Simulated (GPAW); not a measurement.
Write an ASE script for GPAW 26.7.0 that does the following.

```yaml
Task: band structure
Functional: PBEsol
Potentials_or_basis: PAW data sets generated in the run's folder for this functional
Cutoff: 600 eV
Basis: pw
k_mesh: 8 × 8 × 7
Occupations: fermi-dirac, width 0.05 eV
Spin: no spin polarisation
Maxiter: 150
Band_path: GMKGALHA,LM,KH
Band_points: 100
```

NbTe:

```xyz
2
Lattice="3.7030 0.0000 0.0000 -1.8515 3.2069 0.0000 0.0000 0.0000 3.6942" Properties=species:S:1:pos:R:3 pbc="T T T"
Te    1.8515    1.0690    0.0000
Nb    0.0000    0.0000    1.8471
```

The cell comes from a database or a generator and needn't be the stable form of this composition.

One way to write it, as run:

run.py

```python
from ase import Atoms
from ase.dft.bandgap import bandgap
from ase.io import write
from ase.units import GPa
from gpaw import GPAW, PW, setup_paths

setup_paths.insert(0, '.')

atoms = Atoms(['Te', 'Nb'],
              cell=[[3.7029743866, 0.0, 0.0],
                    [-1.8514871933, 3.2068698884, 0.0],
                    [0.0, 0.0, 3.694211]],
              scaled_positions=[[0.6666666667, 0.3333333333, 0.0],
                                [0.0, 0.0, 0.5]],
              pbc=True)

calc = GPAW(mode=PW(600),
            xc='PBEsol',
            kpts={'size': (8, 8, 7), 'gamma': True},
            occupations={'name': 'fermi-dirac', 'width': 0.05},
            nbands=20,
            convergence={'density': 1e-05, 'energy': 1e-05},
            maxiter=150,
            txt='gpaw.txt')
atoms.calc = calc
energy = atoms.get_potential_energy()
forces = atoms.get_forces()
stress = atoms.get_stress()
calc.write('gs.gpw')
write('result.traj', atoms)
print(f'Energy: {energy:.6f} eV')
print('Forces (eV/A):')
print(forces.round(4))
print('Stress (GPa):', (stress / GPa).round(3))
print('Fermi level:', round(calc.get_fermi_level(), 4), 'eV')
print(f'Gap: {bandgap(calc)[0]:.4f} eV, direct: {bandgap(calc, direct=True)[0]:.4f} eV')

path = atoms.cell.bandpath('GMKGALHA,LM,KH', npoints=100, eps=1e-4)
bs_calc = calc.fixed_density(kpts=path, symmetry='off', nbands=32,
                             convergence={'bands': 'CBM+6.0', 'eigenstates': 1e-6}, txt='bands.txt')
bs = bs_calc.band_structure()
bs.write('bs.json')
print(f'Gap on the path: {bandgap(bs_calc)[0]:.4f} eV')
```

Potentials or basis: PAW data sets generated in the run's folder for this functional, pw.

The run is started by

```console
$ gpaw-setup -f PBEsol Nb Te
$ OMP_NUM_THREADS=1 python run.py
```

Results of the run:

The pressure is -6.1 GPa and the band gap along the path is none (metal or under the smearing width).

Caveat: spin-orbit coupling is left out, which moves the levels of the heavy elements.

Wall time 52 s on 1 thread of Arm Neoverse V2 (shared host), peak memory 0.29 GiB.
